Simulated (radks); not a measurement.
# The Coulomb parameter U of the 4d shell of Mo³⁺

Aim: U as the second difference [E(n + 0.25) + E(n − 0.25) − 2E(n)]/0.25², with all orbitals relaxed. Bare: the atom's charge changes with n. Screened: the 5s shell takes up the change. The start is a model configuration, not necessarily the ground state.

Program: radks (a radial shooting solver on a logarithmic mesh, Libxc functionals) version 1. Level of theory: Dirac Kohn-Sham, PBE, spin-unpolarised, spherical densities, point nucleus; open shells are shared between the two j in proportion to 2j + 1. These are calculated values, not measurements, unless marked.

## Step 1: What is computed

- element: molybdenum (Z = 42)
- charge: +3
- electrons: 39
- configuration: [Kr] 4d2 5s1

Outer shells as boxes (Hund's rule):

Mo³⁺
```
[Kr] core
4d [↑ ][↑ ][  ][  ][  ]
5s [↑ ]
```

## Step 2: Start: [Kr] 4d2 5s1

Input:

```text
Z 42
configuration [Kr] 4d2 5s1
relativity Dirac
functional pbe,pbe
spin unpolarised
j_filling average
nucleus point
c 137.035999084
```

## Step 3: Bare +0.25: [Kr] 4d2.25 5s1

Changes since step 2:

```diff
@@ -1,3 +1,3 @@
 Z 42
-configuration [Kr] 4d2 5s1
+configuration [Kr] 4d2.25 5s1
 relativity Dirac
```

## Step 4: Bare -0.25: [Kr] 4d1.75 5s1

Changes since step 3:

```diff
@@ -1,3 +1,3 @@
 Z 42
-configuration [Kr] 4d2.25 5s1
+configuration [Kr] 4d1.75 5s1
 relativity Dirac
```

## Step 5: Screened +0.25: [Kr] 4d2.25 5s0.75

Changes since step 4:

```diff
@@ -1,3 +1,3 @@
 Z 42
-configuration [Kr] 4d1.75 5s1
+configuration [Kr] 4d2.25 5s0.75
 relativity Dirac
```

## Step 6: Screened -0.25: [Kr] 4d1.75 5s1.25

Changes since step 5:

```diff
@@ -1,3 +1,3 @@
 Z 42
-configuration [Kr] 4d2.25 5s0.75
+configuration [Kr] 4d1.75 5s1.25
 relativity Dirac
```

Q: Predict the outcome of this session.

As calculated:

```tsv
quantity	value (eV)
U, bare	13.141
U, screened by 5s	1.638
```

What this shows: Letting 5s compensate leaves 12 % of the bare value; this second difference measures U(4d,4d) + U(5s,5s) − 2U(4d,5s). A solid screens further than the bare atom, so the bare value is an upper guide for the U of a crystal.
